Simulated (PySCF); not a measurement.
# F2H4SSi2: the cost of one run

The runs use PySCF 2.14.0, with density-fitted response routines of our own; the level of theory stands in each step. All values are computed, except where a source is named. Atoms count from 0, in the outputs and in this text.

**1. Starting geometry**

9 atoms, charge 0, multiplicity 1; geometry from: PBE0-D3(BJ)/def2-SVP.

Bonds of the start (Å): F0–Si1 1.62, Si1–S2 2.14, S2–Si3 2.14, Si3–F4 1.62, Si1–H5 1.48, Si1–H6 1.49, Si3–H7 1.48, Si3–H8 1.49.

**2. NMR shieldings: PBE0/pcSseg-2**

Job settings and geometry (Å):

```
{"job": {"kind": "nmr", "xc": "PBE0", "basis": "pcSseg-2", "pop": false}, "charge": 0, "multiplicity": 1}
F     -1.849585     0.373730     1.557446
Si    -1.603571    -0.146130     0.041176
S      0.077538    -1.462537    -0.031754
Si     1.621719     0.012297    -0.052020
F      1.842895     0.583175    -1.553558
H     -2.785092    -0.936276    -0.381659
H     -1.363291     1.056047    -0.797310
H      2.869496    -0.663563     0.377441
H      1.247858     1.165807     0.806126
```

With the program's defaults for keys left out, this is: GIAO PBE0/pcSseg-2 NMR shielding, non-relativistic, gas phase.

On the command line:

```sh
OMP_NUM_THREADS=1 python probes_run.py task.json out
```

One launch serves the whole session: the jobs run in the order shown.

Q: Estimate the wall time and peak memory of this first job on 1 thread of Arm Neoverse V1, shared host.

About 25 s, with a peak of 1.1 GiB.
